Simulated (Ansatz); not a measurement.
# AlAsH+ (quintet): wave-function methods side by side, cc-pVDZ

An exercise on one series of results from a longer session: the logs are not shown, and one member is left open.

Computed with Ansatz 0.2.0, Gaussian basis. Level: cc-pVDZ, core rule «outside noble gas», up to 19 orbitals frozen.

Plan: UHF; CCSD(T) on ROHF; CCSD(T) on UHF; BCCD(T) on ROHF; CISD; CCSDT(Q) on ROHF; CCSDT(Q) on UHF; CCSDTQ on ROHF; CCSDTQ on UHF.

15 further runs of the same task are left out: 10 for a known fault of the program, 5 set aside as unsound or not needed.

## The system

The geometry is a PBE0/def2-TZVP stationary point (not a proven minimum) of the parent state, kept for this charge and spin. No spin-orbit coupling is included. The filled d shell of As may be among the frozen orbitals whatever the setting's name suggests; the logs give the count.

3 atoms, charge 1, spin multiplicity 5.

Atoms are counted from 1 here; the program's logs count them from 0.

Bond lengths: Al1–As2 2.506 Å, As2–H3 1.536 Å. Angles: Al1–As2–H3 97.9°.

Set-up of the first run:

File in.yaml:

```yaml
crystal:
  periodic: [false, false, false]
  atoms:
    - {symbol: Al, position_ang: [0.000000, 0.029431, 1.850804]}
    - {symbol: As, position_ang: [0.000000, -0.030581, -0.654394]}
    - {symbol: H, position_ang: [0.000000, 1.485283, -0.902155]}
basis:
  gaussian: {orbitals: cc-pVDZ}
total_charge: 1
magnetization: {spin_polarized: true, initial_magnetization: 4}
hamiltonian: {xc: hf}
output: {orbitals: {seedname: orbitals}}
```

On the command line:

```console
ansatz run in.yaml --threads 1 --pin off --events-out ev --progress --plain --max-ram 4096MiB --backend cpu
```

Steps of the session up to this table: UHF; CCSD(T) on ROHF; CCSD(T) on UHF; BCCD(T) on ROHF; CISD; CCSDT(Q) on ROHF; CCSDT(Q) on UHF; CCSDTQ on ROHF; CCSDTQ on UHF.

One table of the session follows, with a row left open; its other results are not shown here.

It belongs to the step «Misses and costs». 

| method | from UCCSDTQ (kcal/mol) |
| --- | --- |
| ROHF | +73.64 |
| UHF | ? |
| RMP2 | +17.94 |
| UMP2 | +17.97 |
| CISD | +5.08 |
| RCCSD | +2.92 |
| UCCSD | +2.66 |
| RCCSD(T) | +0.95 |
| UCCSD(T) | +0.72 |
| BCCD(T) | +0.95 |
| RCCSDT | +0.35 |
| UCCSDT | +0.11 |
| RCCSDT(Q) | +0.26 |
| UCCSDT(Q) | +0.02 |
| RCCSDTQ | +0.24 |
| UCCSDTQ | 0 |

**Question.** Estimate the row for UHF.

As computed: from UCCSDTQ (kcal/mol): +71.43. In the column «from UCCSDTQ (kcal/mol)» it lies between UMP2 (+17.97) and ROHF (+73.64).

Limits of these values: Restricted and unrestricted rows rest on different reference determinants; where their highest levels disagree by more than a few hundredths of an eV, they describe different states and don't form one ladder.
